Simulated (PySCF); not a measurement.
# The bond of GeBr−, level by level

The task here is to estimate one member of a computed series from the others.

Method: Ge def2-TZVPPD, Br def2-TZVPPD, no relativity; program: PySCF 2.14.0.

The first run:

The job is set up so:

```
atoms                         : Ge, Br
charge                        : -1
basis                         : Ge def2-TZVPPD, Br def2-TZVPPD
Hamiltonian                   : no relativity
basis functions               : 111
electrons treated             : 68
masses in u                   : 73.9212, 78.9183
levels                        : PBE0, PBE, r²SCAN, B2PLYP, MN15, PW91, TPSSh, BP86, HSE06, HF, MP2, SCS-MP2
grid                          : 80 radial by 434 angular points
occupations                   : held fixed by the projection of orbital angular momentum
dissociation limit            : Ge + Br−, each in its ground configuration
starting distance in angstrom : 2.375
values of 2S to try           : 0, 2
```

Started as:

```sh
$ OMP_NUM_THREADS=2 python dia.py task.json out
```

Steps of the session up to this table: The job; PBE0 along the bond; Excited determinants; PBE; r²SCAN (meta-GGA); B2PLYP (double hybrid); MN15 (hybrid meta-GGA); PW91; TPSSh; BP86 (GGA); HSE06; UHF (mean field).

One table of the session follows, with a row left open; its other results are not shown here.

Energy (eV) from each level's lowest point:

```
R (Å)    UHF  UHF-MP2  UHF-SCS-MP2    PBE   PW91
2.181  0.761    0.552        0.607  0.610  0.607
2.282  0.374    0.228        0.265  0.270  0.268
2.384  0.152    0.062        0.084  0.087  0.086
2.460  0.060    0.009        0.020  0.022  0.021
2.536      ?        ?            ?      ?      ?
2.612  0.000    0.022        0.012  0.011  0.011
2.713  0.017    0.084        0.062  0.060  0.061
2.840  0.074    0.193        0.158  0.155  0.157
2.993  0.168    0.344        0.294  0.295  0.298
3.195  0.305    0.547        0.481  0.491  0.495
```

Q: Estimate the row for R (Å) = 2.536 from the others.

Worked estimate for «UHF». A straight line through the neighbours (2.460, 0.060) and (2.612, 0.000) gives 0.060 + (0.000 − 0.060) × (2.536 − 2.460) / (2.612 − 2.460) = 0.030; a parabola fitted to 4 rows on both sides gives 0.014.

As computed: UHF: 0.014; UHF-MP2: 0.000; UHF-SCS-MP2: 0.000; PBE: 0.000; PW91: 0.000. In «UHF» the line misses by +0.016 and the parabola by 0.000.

To keep in mind: Lowest PBE0 solution found, without spin–orbit coupling: ³Σ⁻ (triplet), unpaired electrons π ↑↑. Warnings in the runs' records: inverted.
